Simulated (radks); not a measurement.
# K⁻ held by a Watson sphere

Aim: the size and levels of K⁻ inside a shell of charge +1.31 and radius R, which stands for the Madelung well of a crystal, for several R.

Program: radks (a radial shooting solver on a logarithmic mesh, Libxc functionals) version 1. Level of theory: non-relativistic Kohn-Sham, PBEsol, spin-unpolarised, spherical densities, point nucleus. These are calculated values, not measurements, unless marked.

## 1. The system

| Item | Value |
| --- | --- |
| element | potassium (Z = 19) |
| charge | -1 |
| electrons | 20 |
| configuration | [Ar] 4s2 |

Outer shells as boxes (Hund's rule):

K⁻
```
[Ar] core
4s [↑↓]
```

## 2. R = 2.38 bohr

The run's settings:

```text
Z 19
configuration [Ar] 4s2
relativity non-relativistic
functional pbe_sol,pbe_sol
spin unpolarised
nucleus point
watson charge 1.31 radius 2.38 bohr
response adiabatic LDA kernel
```

## 3. R = 3.03 bohr

Changes since step 2:

```diff
@@ -6,3 +6,3 @@
 nucleus point
-watson charge 1.31 radius 2.38 bohr
+watson charge 1.31 radius 3.03 bohr
 response adiabatic LDA kernel
```

## 4. R = 3.14 bohr

Changes since step 3:

```diff
@@ -6,3 +6,3 @@
 nucleus point
-watson charge 1.31 radius 3.03 bohr
+watson charge 1.31 radius 3.14 bohr
 response adiabatic LDA kernel
```

## 5. R = 3.17 bohr

Changes since step 4:

```diff
@@ -6,3 +6,3 @@
 nucleus point
-watson charge 1.31 radius 3.14 bohr
+watson charge 1.31 radius 3.17 bohr
 response adiabatic LDA kernel
```

## 6. R = 5.17 bohr

Changes since step 5:

```diff
@@ -6,3 +6,3 @@
 nucleus point
-watson charge 1.31 radius 3.17 bohr
+watson charge 1.31 radius 5.17 bohr
 response adiabatic LDA kernel
```

What does the calculation give? Wanted: for each run, R; highest level; its <r>; sum of <r²>; α.

As calculated:

```tsv
R (bohr)	highest level (eV)	its <r> (bohr)	sum of <r²> (bohr²)	α (bohr³)
2.38	-5.469	3.937	55.06	128.7
3.03	-5.293	4.096	58.08	145.5
3.14	-5.251	4.131	58.71	149.7
3.17	-5.239	4.141	58.89	151.0
5.17	-4.270	4.889	73.82	279.4
```

In words: From R = 2.38 to 5.17 bohr the top level moves from -5.469 to -4.270 eV and its mean radius from 3.94 to 4.89 bohr. A wider sphere makes a shallower well, so the ion swells. The polarisability goes from 129 to 279 bohr³. Response by self-consistent Sternheimer equations with the Hartree and adiabatic LDA kernel. The sphere does not respond.
